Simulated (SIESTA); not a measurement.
Li4NbO4:

```
Nb O Li
1.0
    -3.86644    3.86644    1.66674
     3.86644   -3.86644    1.66674
     3.86644    3.86644   -1.66674
Nb O Li
1 4 4
Direct
  0.00000 0.00000 0.00000
  0.75729 0.92181 0.67910
  0.92181 0.24271 0.16452
  0.07819 0.75729 0.83548
  0.24271 0.07819 0.32090
  0.33637 0.84120 0.17756
  0.84120 0.66363 0.50483
  0.15880 0.33637 0.49517
  0.66363 0.15880 0.82244
```

The cell comes from a database or a generator and needn't be the stable form of this composition.

- Program: SIESTA 5.4.2
- Task: single point
- Functional: PBEsol
- Potentials or basis: PseudoDojo 0.4 standard (PBEsol files)
- Basis: DZP (energy shift 0.003 Ry; two zetas on semicore shells)
- Grid cutoff: 800 Ry
- Energy shift: 0.003 Ry
- k mesh: 9 × 9 × 9
- Occupations: fermi-dirac, width 0.05 eV
- Spin: no spin polarisation

On this cell: pressure -2.9 GPa; largest force 0.241 eV/Å; band gap on the k mesh none (metal or under the smearing width).

The same run follows on a disturbed copy (atoms moved at random, drawn with an rms of 0.05 Å):

```
Nb O Li
1.0
    -3.86644    3.86644    1.66674
     3.86644   -3.86644    1.66674
     3.86644    3.86644   -1.66674
Nb O Li
1 4 4
Direct
  0.99929 0.00156 0.99683
  0.76453 0.92456 0.68354
  0.92683 0.25377 0.17122
  0.08605 0.76858 0.84052
  0.24170 0.08122 0.32311
  0.32628 0.83510 0.18118
  0.84354 0.66142 0.50352
  0.15621 0.32466 0.49655
  0.66792 0.16845 0.82848
```

Question: What does the disturbed cell give?

Answer: The energy (extrapolated to zero smearing) moves by +5.4 meV/atom; pressure -2.2 GPa; largest force 1.286 eV/Å; band gap on the k mesh none (metal or under the smearing width).

Forces in eV/Å, atoms in the order of the input:
```
Nb   1.110  0.650  0.006
O   -0.015 -0.550 -0.113
O   -0.813  0.091 -0.169
O   -0.136  0.075 -0.067
O   -0.043 -0.213 -0.019
Li   0.045  0.041  0.236
Li  -0.033  0.001 -0.020
Li  -0.037 -0.202  0.155
Li  -0.078  0.108 -0.011
```

Stress tensor (GPa, compression positive):
```
-3.87  0.35  0.12
 0.35 -0.91 -0.24
 0.12 -0.24 -1.85
```

Caveats: the basis of atomic orbitals isn't converged, which shifts pressures, moduli and gaps; an odd number of electrons without spin polarisation forces a metal; a magnetic or distorted state may lie lower.
